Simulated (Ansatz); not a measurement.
# HfO+ (octet): from Hartree-Fock to the top rungs, def2-SVP

One table from this session's results is given with a row withheld; the runs are named, their logs left out.

Program: Ansatz 0.2.0, Gaussian basis. Level of theory: def2-SVP, core rule «outside noble gas», up to 5 orbitals frozen. These are calculated values, not measurements.

The runs, in order: UHF; CCSD(T) on ROHF; CCSD(T) on UHF; CISD as a restricted active space (open shells left free, so some higher excitations enter); CCSDT(Q) on ROHF; CCSDT(Q) on UHF.

13 further runs of the same task are left out: 6 for a known fault of the program, 4 that didn't finish, 3 set aside as unsound or not needed. Runs told in other sessions of the task aren't counted.

## What is computed

The geometry is a PBE0/def2-TZVP stationary point (not a proven minimum) of the parent state, kept for this charge and spin. No spin-orbit coupling is included. Elements past krypton take def2 core potentials.

2 atoms, charge 1, spin multiplicity 8.

Atoms are counted from 1 here; the program's logs count them from 0.

Bond lengths: Hf1–O2 2.580 Å.

Coordinates:

```xyz
2

Hf    0.00000    0.00000    0.00000
O     0.00000    0.00000    2.58020
```

The first run:

Contents of in.yaml:

```yaml
crystal:
  periodic: [false, false, false]
  atoms:
    - {symbol: Hf, position_ang: [0.000000, 0.000000, 0.000000]}
    - {symbol: O, position_ang: [0.000000, 0.000000, 2.580200]}
basis:
  gaussian: {orbitals: def2-SVP}
total_charge: 1
magnetization: {spin_polarized: true, initial_magnetization: 7}
hamiltonian: {xc: hf}
output: {orbitals: {seedname: orbitals}}
```

Launch:

```console
> ansatz run in.yaml --threads 1 --pin off --events-out ev --progress --plain --max-ram 2393MiB
```

Among the steps run: UHF; CCSD(T) on ROHF; CCSD(T) on UHF; CISD as a restricted active space (open shells left free, so some higher excitations enter); CCSDT(Q) on ROHF; CCSDT(Q) on UHF.

One of the session's tables, all rows but one given; the rest of the session is left out.

```
   method  from RCCSDT(Q) (kJ/mol)
     ROHF                   +311.6
      UHF                   +288.7
     RMP2                    +60.7
     UMP2                    +49.4
    RCCSD                        ?
    UCCSD                     -6.5
 RCCSD(T)                     +0.8
 UCCSD(T)                     -9.3
   RCCSDT                      0.0
   UCCSDT                    -10.0
RCCSDT(Q)                        0
UCCSDT(Q)                    -10.0
```

Estimate the missing values for RCCSD.

The run gave: from RCCSDT(Q) (kJ/mol): +3.6. In the column «from RCCSDT(Q) (kJ/mol)» it lies between RCCSD(T) (+0.8) and UMP2 (+49.4).

Not comparable, so not listed: CISD as a restricted active space (open shells left free, so some higher excitations enter) (they don't share determinant, frozen orbitals or solution with the rows shown, or repeat one).

To keep in mind: Restricted and unrestricted rows rest on different reference determinants; a gap between their highest levels can come from leftover correlation error, from unlike frozen cores or from another state.
